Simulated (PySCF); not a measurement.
# W²⁺: excitation energy in def2-TZVPPD with ECP60

Each state of tungsten is computed at each level; their differences give the excitation energy. How far do the methods differ?

The numbers are computed with PySCF 2.14.0 (unrestricted determinants in a Gaussian basis, no spin-orbit coupling in the energies), except any that are marked as measured or tabulated.

### Step 1. Starting point

* Element: tungsten (Z = 74)
* Basis: def2-TZVPPD with the def2 core potential (60 electrons)
* Hamiltonian: a scalar-relativistic core potential
* State 1: W²⁺: [Xe] 4f14 5d3 6p1, one real determinant (an excited configuration)
* Needed too, but not shown: W²⁺ [Xe] 4f14 5d4 (5D)
* Methods: CCSD(T)
* Core shells frozen in the correlated runs: valence and next inner shell: nothing (for W²⁺)

Outer shells as boxes (Hund's rule):

W2+ [Xe] 4f14 5d3 6p1
```
[Xe] core
4f [↑↓][↑↓][↑↓][↑↓][↑↓][↑↓][↑↓]
5d [↑ ][↑ ][↑ ][  ][  ]
6p [↑ ][  ][  ]
```

The runs were made by one driver on top of PySCF. The scripts below sum up each run's settings (the driver also hands on starting orbitals that pick excited configurations, and frozen orbitals as a list rather than a count), and the logs come from the driver's own runs. The driver starts from symmetry-adapted Hartree-Fock orbitals, holds the occupation by maximum overlap and uses a logarithmic radial grid for functionals, so a plain start would take other cycles.

The integrals over 59 functions and the set-up took 0.39 s of CPU time.

### Step 2. W²⁺ [Xe] 4f14 5d3 6p1: CCSD(T) (valence and next inner shell)

Level: CCSD(T) (valence and next inner shell).

Contents of input.py:

```python
from pyscf import gto, scf, dft, mp, cc
import basis_set_exchange as bse
txt = bse.get_basis("def2-TZVPPD", elements=["W"], fmt="nwchem", header=False)
cut = txt.index("\nECP")
mol = gto.M(atom="W 0 0 0", charge=2, spin=4, symmetry="D2h",
            basis=gto.basis.parse(txt[:cut]),
            ecp={"W": gto.basis.parse_ecp(txt[cut:])})
mf = scf.UHF(mol)
mf.irrep_nelec = {'Ag': (1, 1), 'B1g': (1, 0), 'B2g': (1, 0), 'B3g': (1, 0), 'B1u': (1, 1), 'B2u': (2, 1), 'B3u': (1, 1)}
mf.kernel()
mycc = cc.CCSD(mf, frozen=0).run()
mycc.ccsd_t()
```

Log:

```text
CC2 = 0
CCSD nocc = (np.int64(8), np.int64(4)), nmo = (59, 59)
frozen orbitals [[], []]
max_cycle = 100
direct = 0
conv_tol = 1e-08
conv_tol_normt = 1e-06
diis_space = 8
diis_start_cycle = 0
Init t2, MP2 energy = -0.220054301952724
Init E_corr(UCCSD) = -0.22005430195302
cycle = 1  E_corr(UCCSD) = -0.227135795542459  dE = -0.00708149359  norm(t1,t2) = 0.035181
cycle = 2  E_corr(UCCSD) = -0.229957463910003  dE = -0.00282166837  norm(t1,t2) = 0.0144789
cycle = 3  E_corr(UCCSD) = -0.231097137014697  dE = -0.0011396731  norm(t1,t2) = 0.00994874
cycle = 4  E_corr(UCCSD) = -0.231156047201327  dE = -5.89101866e-05  norm(t1,t2) = 0.00641194
cycle = 5  E_corr(UCCSD) = -0.231177583727683  dE = -2.15365264e-05  norm(t1,t2) = 0.00344022
cycle = 6  E_corr(UCCSD) = -0.231340731538937  dE = -0.000163147811  norm(t1,t2) = 0.00203548
cycle = 7  E_corr(UCCSD) = -0.231323751889943  dE = 1.6979649e-05  norm(t1,t2) = 0.00131276
cycle = 8  E_corr(UCCSD) = -0.231331664343803  dE = -7.91245386e-06  norm(t1,t2) = 0.000451831
cycle = 9  E_corr(UCCSD) = -0.231338735005702  dE = -7.0706619e-06  norm(t1,t2) = 0.000191921
cycle = 10  E_corr(UCCSD) = -0.231337231181646  dE = 1.50382406e-06  norm(t1,t2) = 0.000116428
cycle = 11  E_corr(UCCSD) = -0.23133869691035  dE = -1.4657287e-06  norm(t1,t2) = 6.97517e-05
cycle = 12  E_corr(UCCSD) = -0.231337786833682  dE = 9.10076668e-07  norm(t1,t2) = 2.54671e-05
cycle = 13  E_corr(UCCSD) = -0.231337688337822  dE = 9.84958602e-08  norm(t1,t2) = 6.50721e-06
cycle = 14  E_corr(UCCSD) = -0.231337626032869  dE = 6.23049526e-08  norm(t1,t2) = 1.86574e-06
cycle = 15  E_corr(UCCSD) = -0.231337678990835  dE = -5.29579654e-08  norm(t1,t2) = 6.87773e-07
cycle = 16  E_corr(UCCSD) = -0.231337686099233  dE = -7.10839776e-09  norm(t1,t2) = 3.25439e-07
UCCSD converged
E(UCCSD) = -65.49082105418395  E_corr = -0.2313376860992326
UCCSD(T) correction = -0.00543362062218534
```

CPU time 19 s on a shared host, the integrals not counted.

CCSD correlation -0.23134 hartree, triples -0.00543; total -65.496255. T1 = 0.008, largest double amplitude 0.052.

The real determinant used has ⟨L²⟩ near 14 against 20 for a pure G term, so it mixes terms. Spin-orbit coupling, absent here, splits the open shell strongly.

### Step 3. Differences of total energies

Excitation energy: W²⁺ [Xe] 4f14 5d4 (5D) → W²⁺ [Xe] 4f14 5d3 6p1 (high-spin determinant).

| method | value (eV) | less CCSD(T) (valence and next inner shell) (eV) |
| --- | --- | --- |
| UHF | 7.995 | -0.193 |
| MP2 (valence and next inner shell) | 8.304 | +0.115 |
| SCS-MP2 (valence and next inner shell) | 8.207 | +0.019 |
| CCSD (valence and next inner shell) | 8.209 | +0.021 |
| CCSD(T) (valence and next inner shell) | 8.188 | +0.000 |

The differences also use runs on W²⁺ [Xe] 4f14 5d4 (5D), which are not shown here. The runs at UHF, MP2 (valence and next inner shell) are not shown; their differences are listed all the same.

### Step 4. Results

| quantity | value |
| --- | --- |
| excitation energy, W²⁺ → [Xe] 4f14 5d3 6p1 | UHF 7.995, CCSD(T) (valence and next inner shell) 8.188 eV |

Accuracy by level (over 1 difference):

| method | mean absolute miss against CCSD(T) (valence and next inner shell) (eV) |
| --- | --- |
| UHF | 0.193 |
| MP2 (valence and next inner shell) | 0.115 |
| SCS-MP2 (valence and next inner shell) | 0.019 |
| CCSD (valence and next inner shell) | 0.021 |
| CCSD(T) (valence and next inner shell) | 0.000 |

In words: The methods span 0.309 eV, from UHF (7.995) to MP2 (valence and next inner shell) (8.304). No reference value is at hand in this session. All values hold for this basis alone; no basis-set limit was taken.
